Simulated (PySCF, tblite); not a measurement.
**C3H9ClO2Si2: geometry, infrared bands and NMR shifts**

Aim: predict the infrared bands and NMR shifts of C3H9ClO2Si2 (`CO[C@@H]1C[SiH2]O[Si@@H]1Cl`).

Programs: tblite 0.8.0 and PySCF 2.14.0, with density-fitted response routines of our own. Each step states its level of theory. These are calculated values for one molecule in the gas phase, unless marked as measured. Atoms count from 0, in the outputs and in this text.

**1. The molecule as given**

17 atoms, charge 0, multiplicity 1; geometry from: force field or distance geometry start.

Bonds of the start (Å): C0–O1 1.42, O1–C2 1.43, C2–C3 1.56, C3–Si4 1.94, Si4–O5 1.72, O5–Si6 1.71, Si6–Cl7 2.03, Si6–C2 2.01, C0–H8 1.09, C0–H9 1.08, C0–H10 1.10, C2–H11 1.09, C3–H12 1.09, C3–H13 1.11, Si4–H14 1.47, Si4–H15 1.49, Si6–H16 1.48.

**2. Geometry optimisation with GFN2-xTB**

The job: settings as JSON, then the geometry in Å.

```
{"job": {"kind": "relax", "xc": "GFN2-xTB", "basis": "xTB"}, "charge": 0, "multiplicity": 1}
C      1.247600    -1.849400    -1.321300
O      0.584800    -1.293500    -0.189100
C      0.540500     0.138400    -0.199800
C      0.539000     0.621200     1.280900
Si    -1.294600     0.803200     1.886300
O     -2.063200     1.158900     0.395000
Si    -1.109000     0.959700    -1.004000
Cl    -2.080900    -0.339100    -2.226400
H      1.193600    -2.939700    -1.251100
H      2.287400    -1.549000    -1.329300
H      0.746500    -1.532700    -2.246900
H      1.406700     0.544700    -0.717100
H      0.989700     1.610100     1.369700
H      1.085600    -0.076500     1.941700
H     -1.828600    -0.453800     2.433200
H     -1.426300     1.950100     2.825100
H     -0.825700     2.259400    -1.656800
```

Command:

```bash
$ OMP_NUM_THREADS=1 python probes_run.py task.json out
```

The driver reads the jobs from task.json and runs them one after another.

**Question.** This job is followed by: GFN2-xTB harmonic vibrations, gas phase; GIAO PBE0/pcSseg-1 NMR shielding, non-relativistic, gas phase. What will the session give for the following? strongest single infrared mode (GFN2-xTB); zero-point energy (GFN2-xTB); 13C shifts against TMS (PBE0/pcSseg-1); 1H shifts against TMS (PBE0/pcSseg-1, means over atoms taken as alike); 17O shifts against H2O (PBE0/pcSseg-1); 29Si shifts against TMS (PBE0/pcSseg-1); 35Cl shifts against HCl (PBE0/pcSseg-1).

**Answer**, as computed:

| quantity | value |
| --- | --- |
| strongest single infrared mode (GFN2-xTB) | 2316 cm⁻¹, 454 km/mol |
| zero-point energy (GFN2-xTB) | 73.6 kcal/mol |
| 13C shifts against TMS (PBE0/pcSseg-1) | 75.9, 61.4, 22.1 ppm |
| 1H shifts against TMS (PBE0/pcSseg-1, means over atoms taken as alike) | 5.42, 5.24, 5.09, 3.57, 3.17, 1.34, 1.16 ppm |
| 17O shifts against H2O (PBE0/pcSseg-1) | 64.5, 26.0 ppm |
| 29Si shifts against TMS (PBE0/pcSseg-1) | 3.6, -5.5 ppm |
| 35Cl shifts against HCl (PBE0/pcSseg-1) | 23 ppm |

**Reading.** Relaxing lowered the energy by 0.375 eV in 81 steps; the close pair that moved most is C2–Si6, from 2.011 to 1.928 Å. No mode is imaginary among the 45: a minimum at this level. The strongest single mode, at 2316 cm⁻¹, moves mainly H16 and H15. GFN2-xTB is a fitted tight-binding method: band positions and strengths are rough. Its intensities can rank the bands wrongly. The most deshielded carbon is C2 (sp3 CH bonded to O and Si), at 75.9 ppm: pulled downfield by the heteroatom. At PBE0/pcSseg-1: Shielding is most anisotropic at Cl7 (span 214 ppm, paramagnetic term -222 ppm).
